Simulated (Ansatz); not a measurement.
# Ge2H3F3: one species, many methods

One table from this session's results is given with a row withheld; the runs are named, their logs left out.

Program: Ansatz 0.2.0, Gaussian basis. Level of theory: functionals in def2-TZVPP, the program's frozen cores in correlated methods. These are calculated values, not measurements.

The runs, in order: LDA (SPW92), PBE-D4, revPBE-D4, BLYP-D4, r2SCAN-D4, B97M-V, PBE0-D4, B3LYP-D4, r2SCANh-D4, r2SCAN0-D4, HSE06-D4, BHLYP-D4, CAM-B3LYP-D4, LC-ωPBE, ωB97X-V, ωB97M-V, B2PLYP, PBE-QIDH; CCSD(T)/def2-SVP; CCSD(T)/def2-TZVPP; MP2/def2-QZVPP; extrapolation to the limit; RPA on PBE.

## Structure used throughout

All runs share one geometry, relaxed beforehand with PBE0-D4 in a triple-zeta def2 set.

SMILES `[F][Ge]([F])([F])[GeH3]`, 8 atoms, charge 0, spin multiplicity 1.

Atoms are counted from 1 here; the program's logs count them from 0.

Bond lengths: F1–Ge2 1.720 Å, Ge2–F3 1.720 Å, Ge2–F4 1.720 Å, Ge2–Ge5 2.419 Å, Ge5–H6 1.529 Å, Ge5–H7 1.529 Å, Ge5–H8 1.529 Å. Angles: F1–Ge2–F3 104.8°, F1–Ge2–F4 104.8°, F1–Ge2–Ge5 113.9°, F3–Ge2–F4 104.8°, F3–Ge2–Ge5 113.8°, F4–Ge2–Ge5 113.9°, Ge2–Ge5–H6 107.1°, Ge2–Ge5–H7 107.1°, Ge2–Ge5–H8 107.1°, H6–Ge5–H7 111.8°, H6–Ge5–H8 111.8°, H7–Ge5–H8 111.8°.

Coordinates:

```
F     1.3964   -1.0347    1.6621
Ge    0.5796   -0.9561    0.1510
F    -0.4011   -2.3679    0.1092
F     1.8035   -1.2379   -1.0235
Ge   -0.6504    1.0990   -0.1911
H    -1.6881    1.1924    0.9279
H     0.3607    2.2438   -0.1236
H    -1.3085    1.0042   -1.5679
```

Set-up of the first run:

File in.yaml:

```yaml
crystal:
  periodic: [false, false, false]
  atoms:
    - {symbol: F, position_ang: [1.396374, -1.034652, 1.662118]}
    - {symbol: Ge, position_ang: [0.579629, -0.956114, 0.150998]}
    - {symbol: F, position_ang: [-0.401068, -2.367925, 0.109184]}
    - {symbol: F, position_ang: [1.803506, -1.237907, -1.023505]}
    - {symbol: Ge, position_ang: [-0.650424, 1.098952, -0.191053]}
    - {symbol: H, position_ang: [-1.688112, 1.192426, 0.927916]}
    - {symbol: H, position_ang: [0.360698, 2.243797, -0.123602]}
    - {symbol: H, position_ang: [-1.308504, 1.004223, -1.567855]}
basis:
  gaussian: {orbitals: def2-TZVPP}
hamiltonian: {xc: lda}
output: {orbitals: {seedname: orbitals}}
```

Launch:

```bash
> ansatz run in.yaml --threads 4 --pin off --events-out ev --progress --plain --max-ram 10444MiB
```

Steps of the session up to this table: LDA; PBE-D4 (GGA); revPBE-D4 (GGA); BLYP-D4 (GGA); r2SCAN-D4 (meta-GGA); B97M-V (meta-GGA); PBE0-D4 (hybrid); B3LYP-D4 (hybrid); r2SCANh-D4 (hybrid); r2SCAN0-D4 (hybrid); HSE06-D4 (hybrid); BHLYP-D4 (hybrid); CAM-B3LYP-D4 (range-separated); LC-ωPBE (range-separated); ωB97X-V (range-separated); ωB97M-V (range-separated); B2PLYP (double hybrid); PBE-QIDH (double hybrid).

One of the session's tables, all rows but one given; the rest of the session is left out.

It belongs to the step «Frontier levels by functional». 

| functional | HOMO (eV) | gap (eV) |
| --- | --- | --- |
| LDA (SPW92) | -8.44 | 6.27 |
| PBE-D4 | -8.24 | 6.41 |
| revPBE-D4 | -8.16 | 6.47 |
| BLYP-D4 | -8.13 | 6.31 |
| r2SCAN-D4 | -8.60 | 7.12 |
| B97M-V | -8.68 | 7.18 |
| PBE0-D4 | -9.59 | 8.76 |
| B3LYP-D4 | ? | ? |
| r2SCANh-D4 | -9.10 | 7.96 |
| r2SCAN0-D4 | -9.83 | 9.20 |
| HSE06-D4 | -9.19 | 7.99 |
| BHLYP-D4 | -10.83 | 10.94 |
| CAM-B3LYP-D4 | -10.92 | 11.02 |
| LC-ωPBE | -12.16 | 13.58 |
| ωB97X-V | -11.84 | 13.16 |
| ωB97M-V | -11.68 | 12.75 |

Estimate the missing values for B3LYP-D4.

Worked estimate for «HOMO (eV)». Against the share of exact exchange, BLYP-D4 (0, -8.13), BHLYP-D4 (0.5, -10.83) give a slope of -5.40 per unit share; at 0.2 the line stands at -9.21.

The run gave: HOMO (eV): -9.38; gap (eV): 8.17. In «HOMO (eV)» the line misses by +0.17.
